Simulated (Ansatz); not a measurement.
# C4H6BCl: a ladder of functionals and wavefunction methods

One table from this session's results is given with a row withheld; the runs are named, their logs left out.

Computed with Ansatz 0.2.0, Gaussian basis. Level: functionals in def2-TZVPP, the program's frozen cores in correlated methods.

Plan: PBE-D4, r2SCAN-D4, PBE0-D4, B3LYP-D4, ωB97X-V, ωB97M-V, B2PLYP; CCSD(T)/def2-TZVPP; MP2/def2-QZVPP; extrapolation to the limit.

### The geometry

The geometry comes from an earlier relaxation with PBE0-D4 in a triple-zeta def2 set; it is a stationary point, not always the lowest conformer.

SMILES `C=C1BCC1Cl`, 12 atoms, charge 0, spin multiplicity 1.

Atoms are counted from 1 here; the program's logs count them from 0.

Bond lengths: C1–C2 1.329 Å, C1–H7 1.085 Å, C1–H8 1.087 Å, C2–B3 1.553 Å, C2–C5 1.512 Å, B3–C4 1.581 Å, B3–H9 1.192 Å, C4–C5 1.540 Å, C4–H10 1.091 Å, C4–H11 1.098 Å, C5–Cl6 1.788 Å, C5–H12 1.092 Å. Angles: C2–C1–H7 120.9°, C2–C1–H8 121.7°, H7–C1–H8 117.3°, C1–C2–B3 138.4°, C1–C2–C5 131.1°, B3–C2–C5 88.8°, C2–B3–C4 89.0°, C2–B3–H9 135.6°, C4–B3–H9 135.4°, B3–C4–C5 86.8°, B3–C4–H10 124.5°, B3–C4–H11 107.7°, C5–C4–H10 118.2°, C5–C4–H11 109.9°, H10–C4–H11 108.0°, C2–C5–C4 92.1°, C2–C5–Cl6 117.7°, C2–C5–H12 111.6° and more.

Set-up of the first run:

in.yaml

```yaml
crystal:
  periodic: [false, false, false]
  atoms:
    - {symbol: C, position_ang: [-1.416341, -1.216374, 0.650738]}
    - {symbol: C, position_ang: [-0.376807, -0.409929, 0.462624]}
    - {symbol: B, position_ang: [1.174068, -0.484924, 0.499940]}
    - {symbol: C, position_ang: [1.227969, 0.684699, -0.563176]}
    - {symbol: C, position_ang: [-0.264705, 0.913646, -0.260081]}
    - {symbol: Cl, position_ang: [-1.371758, 1.206396, -1.633862]}
    - {symbol: H, position_ang: [-1.294248, -2.179876, 1.134198]}
    - {symbol: H, position_ang: [-2.411859, -0.957662, 0.298828]}
    - {symbol: H, position_ang: [1.981180, -1.135685, 1.088600]}
    - {symbol: H, position_ang: [1.901889, 1.540327, -0.506862]}
    - {symbol: H, position_ang: [1.341535, 0.228582, -1.555222]}
    - {symbol: H, position_ang: [-0.413823, 1.755702, 0.418275]}
basis:
  gaussian: {orbitals: def2-TZVPP}
hamiltonian: {xc: pbe, dispersion: d4}
output: {forces: true, orbitals: {seedname: orbitals}}
```

On the command line:

```console
> ansatz run in.yaml --threads 4 --pin off --events-out ev --progress --plain --max-ram 10444MiB
```

Among the steps run: PBE-D4 (GGA); r2SCAN-D4 (meta-GGA); PBE0-D4 (hybrid); B3LYP-D4 (hybrid); ωB97X-V (range-separated); ωB97M-V (range-separated); B2PLYP (double hybrid); CCSD(T) in def2-TZVPP; MP2 in def2-QZVPP.

One of the session's tables, all rows but one given; the rest of the session is left out.

| method | atomisation energy (eV) |
| --- | --- |
| PBE-D4 | ? |
| r2SCAN-D4 | 51.036 |
| PBE0-D4 | 51.432 |
| B3LYP-D4 | 50.667 |
| ωB97X-V | 50.715 |
| ωB97M-V | 50.877 |
| B2PLYP | 50.157 |
| HF/def2-TZVPP | 37.739 |
| MP2/def2-TZVPP | 50.430 |
| CCSD/def2-TZVPP | 48.400 |
| CCSD(T)/def2-TZVPP | 49.252 |
| MP2/CBS | 51.610 |
| CCSD(T)/CBS | 50.433 |

Q: Estimate the row for PBE-D4 from the others.

**Answer.** atomisation energy (eV): 52.278. In the column «atomisation energy (eV)» it is the highest.
